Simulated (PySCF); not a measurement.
# C8H18 (2,4-dimethylhexane): HF/def2-SVP (density fitting with def2-universal-jkfit)

Aim: the energy of C8H18 (2,4-dimethylhexane). Input form: a Python script.

The results are computed with PySCF 2.14.0.

7 further runs of the same task are left out: 7 set aside as unsound or not needed.

### 1 The system as given

C8H18 has 26 atoms, charge 0, and is taken as a singlet. SMILES: `CCC(C)CC(C)C`. The coordinates come from a PBE0-D4/def2-TZVP relaxation. This is one conformer, not always the lowest.

Some bond lengths: C1–C2 1.520 Å, C2–C3 1.527 Å, C3–C4 1.523 Å, C3–C5 1.528 Å, C5–C6 1.527 Å, C6–C7 1.522 Å, C6–C8 1.522 Å, C1–H9 1.092 Å, C1–H10 1.092 Å, C1–H11 1.094 Å, C2–H12 1.094 Å, C2–H13 1.098 Å, C3–H14 1.098 Å, C4–H15 1.093 Å, C4–H16 1.091 Å, C4–H17 1.095 Å. Some angles: C1–C2–C3 114.6°, C2–C3–C4 111.9°, C2–C3–C5 111.9°, C4–C3–C5 109.4°, C3–C5–C6 117.3°, C5–C6–C7 109.8°, C5–C6–C8 112.2°, C7–C6–C8 110.6°, C1–C2–H12 108.5°, C1–C2–H13 109.7°.

### 2 A single-point energy at HF/def2-SVP (density fitting with def2-universal-jkfit)

Input file job.py:

```python
from pyscf import gto

mol = gto.Mole()
mol.atom = '''
C       -0.034400      -2.615700      -1.547600
C       -0.104200      -1.123900      -1.266300
C       -0.588200      -0.764500       0.136500
C       -1.987900      -1.298500       0.409600
C       -0.565800       0.743900       0.377200
C        0.774000       1.459100       0.218600
C        0.600500       2.946300       0.492900
C        1.850700       0.870600       1.118500
H        0.401900      -2.809000      -2.530300
H       -1.020500      -3.084100      -1.531500
H        0.586400      -3.126000      -0.804900
H        0.889800      -0.693500      -1.421800
H       -0.761600      -0.638900      -1.999700
H        0.093500      -1.238700       0.855200
H       -2.326800      -1.009000       1.407700
H       -2.033100      -2.387400       0.350100
H       -2.704200      -0.893600      -0.313100
H       -1.293900       1.212100      -0.298700
H       -0.935000       0.936600       1.393500
H        1.104500       1.353100      -0.821700
H        1.535700       3.491200       0.340200
H        0.282800       3.115100       1.526900
H       -0.156300       3.386400      -0.162100
H        2.066200      -0.172100       0.875000
H        2.784900       1.430700       1.027500
H        1.541100       0.910000       2.168100
'''
mol.charge = 0
mol.basis = 'def2-svp'
mol.max_memory = 39680
mol.verbose = 4
mol.build()

mf = mol.RHF()
mf = mf.density_fit(auxbasis='def2-universal-jkfit')
mf.conv_tol = 1e-09
mf.kernel()

energy = mf.e_tot
print(f'total energy: {energy:.8f} hartree')
```

Command:

```
$ OMP_NUM_THREADS=8 python job.py
```

Output:

```text
PySCF version 2.14.0

[INPUT] num. atoms = 26
[INPUT] num. electrons = 66
[INPUT] charge = 0
[INPUT] spin (= nelec alpha-beta = 2S) = 0
[INPUT] symmetry False subgroup None
[INPUT] Mole.unit = angstrom
[INPUT] Symbol           X                Y                Z      unit          X                Y                Z       unit  Magmom
[INPUT]  1 C     -0.034400000000  -2.615700000000  -1.547600000000 AA   -0.065006578685  -4.942956624025  -2.924540150377 Bohr   0.0
[INPUT]  2 C     -0.104200000000  -1.123900000000  -1.266300000000 AA   -0.196909462180  -2.123863191399  -2.392960191537 Bohr   0.0
[INPUT]  3 C     -0.588200000000  -0.764500000000   0.136500000000 AA   -1.111536906469  -1.444695622230   0.257947616003 Bohr   0.0
[INPUT]  4 C     -1.987900000000  -1.298500000000   0.409600000000 AA   -3.756586563023  -2.453809372748   0.774031820622 Bohr   0.0
[INPUT]  5 C     -0.565800000000   0.743900000000   0.377200000000 AA   -1.069207041279   1.405767264064   0.712804694186 Bohr   0.0
[INPUT]  6 C      0.774000000000   1.459100000000   0.218600000000 AA    1.462648020413   2.757299388353   0.413094130830 Bohr   0.0
[INPUT]  7 C      0.600500000000   2.946300000000   0.492900000000 AA    1.134780537801   5.567700080806   0.931446006798 Bohr   0.0
[INPUT]  8 C      1.850700000000   0.870600000000   1.118500000000 AA    3.497316138733   1.645195564046   2.113658670326 Bohr   0.0
[INPUT]  9 H      0.401900000000  -2.809000000000  -2.530300000000 AA    0.759480929463  -5.308240683903  -4.781574012987 Bohr   0.0
[INPUT] 10 H     -1.020500000000  -3.084100000000  -1.531500000000 AA   -1.928465510119  -5.828104340771  -2.894115559771 Bohr   0.0
[INPUT] 11 H      0.586400000000  -3.126000000000  -0.804900000000 AA    1.108135399445  -5.907283865390  -1.521040557662 Bohr   0.0
[INPUT] 12 H      0.889800000000  -0.693500000000  -1.421800000000 AA    1.681478305638  -1.310525067386  -2.686812603907 Bohr   0.0
[INPUT] 13 H     -0.761600000000  -0.638900000000  -1.999700000000 AA   -1.439215416469  -1.207346020985  -3.778885331293 Bohr   0.0
[INPUT] 14 H      0.093500000000  -1.238700000000   0.855200000000 AA    0.176689392647  -2.340803750499   1.616093781728 Bohr   0.0
[INPUT] 15 H     -2.326800000000  -1.009000000000   1.407700000000 AA   -4.397014746638  -1.906733659686   2.660167465550 Bohr   0.0
[INPUT] 16 H     -2.033100000000  -2.387400000000   0.350100000000 AA   -3.842002183853  -4.511532149787   0.661593116210 Bohr   0.0
[INPUT] 17 H     -2.704200000000  -0.893600000000  -0.313100000000 AA   -5.110197386049  -1.688659264911  -0.591673249601 Bohr   0.0
[INPUT] 18 H     -1.293900000000   1.212100000000  -0.298700000000 AA   -2.445116632575   2.290537035585  -0.564461193408 Bohr   0.0
[INPUT] 19 H     -0.935000000000   0.936600000000   1.393500000000 AA   -1.766893926468   1.769917488268   2.633333354581 Bohr   0.0
[INPUT] 20 H      1.104500000000   1.353100000000  -0.821700000000 AA    2.087202504582   2.556988419149  -1.552787956555 Bohr   0.0
[INPUT] 21 H      1.535700000000   3.491200000000   0.340200000000 AA    2.902052409495   6.597411846082   0.642884827577 Bohr   0.0
[INPUT] 22 H      0.282800000000   3.115100000000   1.526900000000 AA    0.534414548027   5.886685850633   2.885422819598 Bohr   0.0
[INPUT] 23 H     -0.156300000000   3.386400000000  -0.162100000000 AA   -0.295364193270   6.399368548227  -0.306324604792 Bohr   0.0
[INPUT] 24 H      2.066200000000  -0.172100000000   0.875000000000 AA    3.904552118576  -0.325221866038   1.653510358994 Bohr   0.0
[INPUT] 25 H      2.784900000000   1.430700000000   1.027500000000 AA    5.262698284301   2.703631166415   1.941693592991 Bohr   0.0
[INPUT] 26 H      1.541100000000   0.910000000000   2.168100000000 AA    2.912256930567   1.719650773354   4.097115210670 Bohr   0.0

nuclear repulsion = 410.155092345446
number of shells = 102
number of NR pGTOs = 318
number of NR cGTOs = 202
basis = def2-svp
ecp = {}

******** <class 'pyscf.df.df_jk.DFRHF'> ********
method = DFRHF
initial guess = minao
damping factor = 0
level_shift factor = 0
DIIS = <class 'pyscf.scf.diis.CDIIS'>
diis_start_cycle = 1
diis_space = 8
diis_damp = 0
SCF conv_tol = 1e-09
SCF conv_tol_grad = None
SCF max_cycles = 50
direct_scf = False
Set gradient conv threshold to 3.16228e-05
Initial guess from minao.
******** <class 'pyscf.df.df.DF'> ********
auxbasis = def2-universal-jkfit
init E= -314.572223059099
  HOMO = -0.314012408426381  LUMO = 0.107268925989082  gap/eV = 11.46365
cycle= 1 E= -313.124947960702  delta_E= 1.45  |g|= 0.474  |ddm|= 4.58
  HOMO = -0.445279349358803  LUMO = 0.162094301957765  gap/eV = 16.52748
cycle= 2 E= -313.205113894626  delta_E= -0.0802  |g|= 0.129  |ddm|= 0.595
  HOMO = -0.418979212884075  LUMO = 0.173484027819318  gap/eV = 16.12175
cycle= 3 E= -313.210824242425  delta_E= -0.00571  |g|= 0.0456  |ddm|= 0.24
  HOMO = -0.43388791370035  LUMO = 0.170777856863299  gap/eV = 16.45379
cycle= 4 E= -313.211426797767  delta_E= -0.000603  |g|= 0.00509  |ddm|= 0.0674
  HOMO = -0.433650088591383  LUMO = 0.170954258990679  gap/eV = 16.45212
cycle= 5 E= -313.211436489676  delta_E= -9.69e-06  |g|= 0.0013  |ddm|= 0.0102
  HOMO = -0.433724383250361  LUMO = 0.170960125058784  gap/eV = 16.45430
cycle= 6 E= -313.211437098529  delta_E= -6.09e-07  |g|= 0.000334  |ddm|= 0.00259
  HOMO = -0.433746972509133  LUMO = 0.170952839011963  gap/eV = 16.45472
cycle= 7 E= -313.211437140795  delta_E= -4.23e-08  |g|= 6.73e-05  |ddm|= 0.000708
  HOMO = -0.433754401847802  LUMO = 0.170950672816357  gap/eV = 16.45486
cycle= 8 E= -313.2114371433  delta_E= -2.5e-09  |g|= 1.76e-05  |ddm|= 0.0002
  HOMO = -0.433753413207447  LUMO = 0.170950663593569  gap/eV = 16.45484
cycle= 9 E= -313.211437143404  delta_E= -1.04e-10  |g|= 3.28e-06  |ddm|= 3.38e-05
  HOMO = -0.433753703148144  LUMO = 0.170950565548892  gap/eV = 16.45484
Extra cycle  E= -313.211437143408  delta_E= -4.32e-12  |g|= 1.39e-06  |ddm|= 7.53e-06
converged SCF energy = -313.211437143408
total energy: -313.21143714 hartree
```

It took 2.5 s on 8 threads of Arm Neoverse N1, host not shared; peak memory 0.43 GiB.

### 3 Results

Level: HF/def2-SVP (density fitting with def2-universal-jkfit).

| quantity | value |
| --- | --- |
| total energy | -313.21144 Eh |
| dipole moment | 0.11 D |
| HOMO energy | -11.80 eV |
| LUMO energy | 4.65 eV |
| HOMO–LUMO gap | 16.45 eV |

In words: Mulliken charges run from -0.24 on C6 to +0.03 on H20; they depend strongly on the basis.
